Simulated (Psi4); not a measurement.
# MP2/6-31G(d) (density fitting with cc-pvqz-jkfit, density fitting for correlation, spherical functions, sweep point 5) run of GeH3Cl (chlorogermane)

What is the vertical ionisation energy of GeH3Cl (chlorogermane) at MP2/6-31G* (density fitting with cc-pvqz-jkfit, density fitting for correlation, spherical functions, sweep point 5)? 

The calculation is run with Psi4 1.11.

4 further runs of the same task are left out: 2 for a known fault of the program, 2 set aside as unsound or not needed.

### 1 The system as given

The species is GeH3Cl (5 atoms), meant as a singlet with charge 0. As SMILES, `[Cl][GeH3]`. Geometry: relaxed at PBE0-D4/def2-TZVP.

Bond lengths: Cl1–Ge2 2.155 Å, Ge2–H3 1.532 Å, Ge2–H4 1.532 Å, Ge2–H5 1.532 Å. Angles: Cl1–Ge2–H3 107.1°, Cl1–Ge2–H4 107.1°, Cl1–Ge2–H5 107.1°, H3–Ge2–H4 111.7°, H3–Ge2–H5 111.7°, H4–Ge2–H5 111.7°.

### 2 The energy at MP2/6-31G(d) (density fitting with cc-pvqz-jkfit, density fitting for correlation, spherical functions, sweep point 5)

clgeh3.py reads:

```python
import psi4

psi4.set_memory('1600 MB')
psi4.set_num_threads(1)
psi4.set_output_file('psi4.out', False)

geom = psi4.geometry("""
0 1
Cl    -3.54474826    -0.04743213     1.21188136
Ge     0.30575769    -0.02626719    -0.11451740
H      0.30311207     1.24003828    -2.71761514
H      1.16974047    -2.78488939    -0.26569549
H      1.86043537     1.47946658     1.80790098
units bohr
symmetry c1
""")

psi4.set_options(dict(basis='6-31G*', puream=True, scf_type='df', num_frozen_docc=14, df_basis_scf='cc-pvqz-jkfit'))

E, wfn = psi4.energy('mp2', return_wfn=True)
print('E =', round(E, 9))
```

Command:

```bash
$ python clgeh3.py
```

psi4.out:

```text
[...]
  Running in c1 symmetry.
[...]
  Nuclear repulsion =  176.393822154375727
[...]
  Multiplicity = 1
[...]
  Nalpha       = 26
  Nbeta        = 26
[...]
    Number of basis functions: 56
[...]
   @DF-RHF iter   1: -2535.28930688515902   -3.05271e+00   4.06059e-02 ADIIS/DIIS
[...]
   @DF-RHF iter  11: -2536.33096927124006   -4.54747e-12   1.99710e-09 DIIS
[...]
    Orbital Energies [Eh]
    ---------------------
    Doubly Occupied:
       1A   -405.287538     2A   -104.799479     3A    -52.223612
       4A    -46.314226     5A    -46.313285     6A    -46.313285
       7A    -10.539711     8A     -8.007874     9A     -8.005264
      10A     -8.005264    11A     -7.250750    12A     -5.226961
      13A     -5.223826    14A     -5.223826    15A     -1.680629
      16A     -1.677528    17A     -1.677528    18A     -1.672713
      19A     -1.672712    20A     -1.078035    21A     -0.742571
      22A     -0.519435    23A     -0.519424    24A     -0.505377
      25A     -0.440106    26A     -0.440101
[...]
  @DF-RHF Final Energy: -2536.33096927124006
   => Energetics <=
    Nuclear Repulsion Energy =            176.3938221543757265
    One-Electron Energy =               -3882.7274667344936461
    Two-Electron Energy =                1170.0026753088777696
    Total Energy =                      -2536.3309692712400647
[...]
 Multipole Moments:
 ------------------------------------------------------------------------------------
     Multipole            Electronic (a.u.)      Nuclear  (a.u.)        Total (a.u.)
 ------------------------------------------------------------------------------------
 L = 1.  Multiply by 2.5417464519 to convert [e a0] to [Debye]
 Dipole X            :          2.5504167           -1.6106043            0.9398124
 Dipole Y            :          0.0139043           -0.0087801            0.0051242
 Dipole Z            :         -0.8788589            0.5550220           -0.3238369
 Magnitude           :                                                    0.9940543
[...]
```

On the terminal:

```text
E = -2536.704383203
```

Run time: 1.6 s. Hardware: 1 thread of Intel Xeon 6975P-C (Granite Rapids), shared host; peak memory 0.21 GiB.

### 3 The doublet cation

job.py reads:

```python
import psi4

psi4.set_memory(1600000000)
psi4.set_num_threads(1)
psi4.set_output_file('clgeh3.out', False)

mol = psi4.geometry("""
1 2
Cl    -3.54474826    -0.04743213     1.21188136
Ge     0.30575769    -0.02626719    -0.11451740
H      0.30311207     1.24003828    -2.71761514
H      1.16974047    -2.78488939    -0.26569549
H      1.86043537     1.47946658     1.80790098
units au
symmetry c1
""")

psi4.set_options({
    'reference': 'uhf',
    'puream': True,
    'scf_type': 'df',
    'num_frozen_docc': 14,
    'df_basis_scf': 'cc-pvqz-jkfit',
    'maxiter': 150,
})

energy_value = psi4.energy('mp2/6-31G*', molecule=mol)
print(f'mp2/6-31G* energy: {energy_value:.10f} Eh')
```

Command:

```bash
$ python job.py
```

clgeh3.out:

```text
[...]
  Running in c1 symmetry.
[...]
  Nuclear repulsion =  176.393822154375727
[...]
  Multiplicity = 2
[...]
  Nalpha       = 26
  Nbeta        = 25
[...]
    Number of basis functions: 56
[...]
   @DF-UHF iter   1: -2534.88304051763907   -2.64645e+00   4.07846e-02 ADIIS/DIIS
[...]
   @DF-UHF iter  18: -2535.94425371015859   -4.54747e-13   5.73588e-09 DIIS
[...]
   @S^2 Observed:                7.587872207E-01
[...]
    Orbital Energies [Eh]
    ---------------------
    Alpha Occupied:
       1A   -405.507864     2A   -105.186119     3A    -52.445256
       4A    -46.536272     5A    -46.534410     6A    -46.534223
       7A    -10.924381     8A     -8.410413     9A     -8.386818
      10A     -8.384264    11A     -7.472167    12A     -5.450449
      13A     -5.443828    14A     -5.443239    15A     -1.905417
      16A     -1.899303    17A     -1.898585    18A     -1.891584
      19A     -1.891562    20A     -1.466581    21A     -0.985002
      22A     -0.885390    23A     -0.816055    24A     -0.812114
      25A     -0.705953    26A     -0.691707
    Alpha Virtual:
[...]
  @DF-UHF Final Energy: -2535.94425371015859
   => Energetics <=
    Nuclear Repulsion Energy =            176.3938221543757265
    One-Electron Energy =               -3868.8104157323227810
    Two-Electron Energy =                1156.4723398677883779
    Total Energy =                      -2535.9442537101585913
  UHF NO Occupations:
  HONO-2 :   24  A 1.9987866
  HONO-1 :   25  A 1.9972156
[...]
 Multipole Moments:
 ------------------------------------------------------------------------------------
     Multipole            Electronic (a.u.)      Nuclear  (a.u.)        Total (a.u.)
 ------------------------------------------------------------------------------------
 L = 1.  Multiply by 2.5417464519 to convert [e a0] to [Debye]
 Dipole X            :          1.1091104           -1.6106043           -0.5014939
 Dipole Y            :          0.0249198           -0.0087801            0.0161398
 Dipole Z            :         -0.3373857            0.5550220            0.2176363
 Magnitude           :                                                    0.5469206
[...]
```

Standard output:

```text
mp2/6-31G* energy: -2536.2943909639 Eh
```

Wall time 1.7 s (1 thread of Intel Xeon 6975P-C (Granite Rapids), shared host); peak memory 0.22 GiB.

### 4 Outcome

Level: MP2/6-31G* (density fitting with cc-pvqz-jkfit, density fitting for correlation, spherical functions, sweep point 5), 14 core orbitals frozen.

| quantity | value |
| --- | --- |
| singlet GeH3Cl: total energy | -2536.70438 Eh |
| singlet GeH3Cl: HOMO energy (Hartree–Fock orbitals) | -11.98 eV |
| singlet GeH3Cl: LUMO energy (Hartree–Fock orbitals) | 2.65 eV |
| singlet GeH3Cl: HOMO–LUMO gap (Hartree–Fock orbitals) | 14.62 eV |
| singlet GeH3Cl: correlation energy (14 core orbitals frozen) | -373.4 mEh |
| doublet cation: total energy | -2536.29439 Eh |
| doublet cation: HOMO energy (Hartree–Fock orbitals) (highest over α and β) | -18.64 eV |
| doublet cation: LUMO energy (Hartree–Fock orbitals) (lowest over α and β) | -9.07 eV |
| doublet cation: correlation energy (14 core orbitals frozen) | -350.1 mEh |
| doublet cation: ⟨S²⟩ of the reference determinant | 0.759 |
| vertical ionisation energy (to the doublet cation) | 11.156 eV |

What this shows: The vertical ionisation energy comes to 11.16 eV (1076 kJ/mol).
